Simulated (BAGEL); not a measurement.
**HF/def2-TZVP (density fitting with qzvpp-jkfit) run of GeH4 (germane)**

Aim: the vertical singlet–triplet gap of GeH4 (germane) at HF/def2-TZVP (density fitting with qzvpp-jkfit), from 2 runs. 

Program for the calculation: BAGEL 1.2.2.

3 further runs of the same task are left out: 1 that didn't finish, 2 set aside as unsound or not needed. Runs told in other sessions of the task aren't counted.

### Step 1. The system as given

The species is GeH4 (5 atoms), meant as a singlet with charge 0. SMILES: `[GeH4]`. The coordinates come from a PBE0-D4/def2-TZVP relaxation.

Bond lengths: Ge1–H2 1.534 Å, Ge1–H3 1.534 Å, Ge1–H4 1.534 Å, Ge1–H5 1.534 Å. Angles: H2–Ge1–H3 109.5°, H2–Ge1–H4 109.5°, H2–Ge1–H5 109.5°, H3–Ge1–H4 109.5°, H3–Ge1–H5 109.5°, H4–Ge1–H5 109.5°.

### Step 2. The energy at HF/def2-TZVP (density fitting with qzvpp-jkfit)

Input file job.json:

```json
{ "bagel" : [

{
  "title" : "molecule",
  "basis" : "def2-tzvp.json",
  "df_basis" : "qzvpp-jkfit",
  "angstrom" : true,
  "geometry" : [
    { "atom" : "Ge", "xyz" : [    0.000100,    0.000100,    0.000000 ] },
    { "atom" : "H", "xyz" : [    1.148100,   -0.756300,    0.680600 ] },
    { "atom" : "H", "xyz" : [   -1.238800,   -0.030000,    0.904200 ] },
    { "atom" : "H", "xyz" : [   -0.329200,   -0.669100,   -1.340600 ] },
    { "atom" : "H", "xyz" : [    0.419800,    1.455400,   -0.244100 ] }
  ]
},
{
  "title" : "hf"
},
{
  "title" : "print",
  "file" : "orbitals.molden",
  "orbitals" : true
}

]}
```

The basis set def2-TZVP is read from a file made from the Basis Set Exchange's data (not shown).

On the command line:

```console
$ BAGEL_NUM_THREADS=1 BAGEL job.json > job.out
```

What it wrote:

```text
* using 1 threads per process

  ===============================================================
  ===============================================================

  *** Geometry ***

  { "atom" : "Ge", "xyz" : [      0.000189,      0.000189,      0.000000 ] },
  { "atom" : "H", "xyz" : [      2.169595,     -1.429200,      1.286148 ] },
  { "atom" : "H", "xyz" : [     -2.340993,     -0.056692,      1.708690 ] },
  { "atom" : "H", "xyz" : [     -0.622098,     -1.264416,     -2.533367 ] },
  { "atom" : "H", "xyz" : [      0.793307,      2.750307,     -0.461282 ] },

  Number of auxiliary basis functions:      338

  Since a DF basis is specified, we compute 2- and 3-index integrals:
    o Being stored without compression. Storage requirement is 0.014 GB

  Number of basis functions:       72
  Number of electrons      :       36

    * METHOD: MOLECULE                             0.10

  *** RHF ***

  === Nuclear Repulsion ===
    45.4204241998

      * DIIS with orbital gradients will be used.

  === RHF iteration (def2-tzvp.json) ===
      0      -2077.65201993          0.00873462           0.03
      1      -2077.67588531          0.00255007           0.03
      2      -2077.67812938          0.00049357           0.03
      3      -2077.67818070          0.00015272           0.03
      4      -2077.67818792          0.00002122           0.03
      5      -2077.67818813          0.00000292           0.03
      6      -2077.67818813          0.00000046           0.02
      7      -2077.67818813          0.00000004           0.02
      8      -2077.67818813          0.00000001           0.02
    * SCF iteration converged.

    * Permanent dipole moment:
           (   -0.000224,    -0.000156,     0.000028) a.u.

    * METHOD: HF                                   0.38

    * METHOD: PRINT                                0.01

  ===============================================================
```

It took 0.64 s on 1 thread of Arm Neoverse V2, shared host.

### Step 3. The triplet, same level

Input file hf.json:

```json
{ "bagel": [

{
  "title": "molecule",
  "basis": "def2-tzvp.json",
  "df_basis": "qzvpp-jkfit",
  "angstrom": "true",
  "geometry": [
    { "atom": "Ge", "xyz": [       0.000100,       0.000100,       0.000000 ] },
    { "atom": "H", "xyz": [       1.148100,      -0.756300,       0.680600 ] },
    { "atom": "H", "xyz": [      -1.238800,      -0.030000,       0.904200 ] },
    { "atom": "H", "xyz": [      -0.329200,      -0.669100,      -1.340600 ] },
    { "atom": "H", "xyz": [       0.419800,       1.455400,      -0.244100 ] }
  ]
},

{ "title": "uhf", "nopen": 2 },

{ "title": "print", "file": "orbitals.molden", "orbitals": "true" }

]}
```

The basis set def2-TZVP is read from a file made from the Basis Set Exchange's data (not shown).

On the command line:

```console
$ BAGEL_NUM_THREADS=1 BAGEL hf.json > hf.out
```

What it wrote:

```text
* using 1 threads per process

  ===============================================================
  ===============================================================

  *** Geometry ***

  { "atom" : "Ge", "xyz" : [      0.000189,      0.000189,      0.000000 ] },
  { "atom" : "H", "xyz" : [      2.169595,     -1.429200,      1.286148 ] },
  { "atom" : "H", "xyz" : [     -2.340993,     -0.056692,      1.708690 ] },
  { "atom" : "H", "xyz" : [     -0.622098,     -1.264416,     -2.533367 ] },
  { "atom" : "H", "xyz" : [      0.793307,      2.750307,     -0.461282 ] },

  Number of auxiliary basis functions:      338

  Since a DF basis is specified, we compute 2- and 3-index integrals:
    o Being stored without compression. Storage requirement is 0.014 GB

  Number of basis functions:       72
  Number of electrons      :       36

    * METHOD: MOLECULE                             0.10

  *** Open-shell HF ***

  === Nuclear Repulsion ===
    45.4204241998

      * DIIS with orbital gradients will be used.

  === UHF iteration (def2-tzvp.json) ===
      0      -2077.28259305          0.01813263           0.05
      1      -2077.33425545          0.00822909           0.05
      2      -2077.34731163          0.00369972           0.06
      3      -2077.35598227          0.00279210           0.05
      4      -2077.36239214          0.00162362           0.06
      5      -2077.36704253          0.00106062           0.05
      6      -2077.37060563          0.00061533           0.06
      7      -2077.37195135          0.00044220           0.05
      8      -2077.37234160          0.00026261           0.06
      9      -2077.37240883          0.00015901           0.05
     10      -2077.37242459          0.00004610           0.05
     11      -2077.37242739          0.00003436           0.06
     12      -2077.37242912          0.00002785           0.05
     13      -2077.37243097          0.00002266           0.06
     14      -2077.37243309          0.00001492           0.05
     15      -2077.37243410          0.00000898           0.06
     16      -2077.37243435          0.00000594           0.05
     17      -2077.37243448          0.00000147           0.06
     18      -2077.37243448          0.00000039           0.05
     19      -2077.37243448          0.00000023           0.05
     20      -2077.37243448          0.00000016           0.05
     21      -2077.37243448          0.00000010           0.05
     22      -2077.37243448          0.00000005           0.06
     23      -2077.37243448          0.00000003           0.05
     24      -2077.37243448          0.00000002           0.06
     25      -2077.37243448          0.00000001           0.05
     26      -2077.37243448          0.00000001           0.06
    * SCF iteration converged.

    * S^2 (UHF) is 2.0056

    * Permanent dipole moment:
           (    0.294071,     0.007618,    -0.214628) a.u.

    * METHOD: UHF                                  1.63

    * METHOD: PRINT                                0.01

  ===============================================================
```

Run time: 1.9 s. Hardware: 1 thread of Arm Neoverse V2, shared host.

### Step 4. What came out

At HF/def2-TZVP (density fitting with qzvpp-jkfit):

| quantity | value |
| --- | --- |
| singlet: total energy | -2077.67819 Eh |
| singlet: dipole moment | 0.00 D |
| singlet: HOMO energy | -12.88 eV |
| singlet: LUMO energy | 4.10 eV |
| singlet: HOMO–LUMO gap | 16.97 eV |
| triplet: total energy | -2077.37243 Eh |
| triplet: dipole moment | 0.93 D |
| triplet: ⟨S²⟩ | 2.006 |
| vertical energy of the triplet above the singlet | 8.320 eV |

At this shape the triplet lies 8.32 eV (192 kcal/mol) above the singlet.
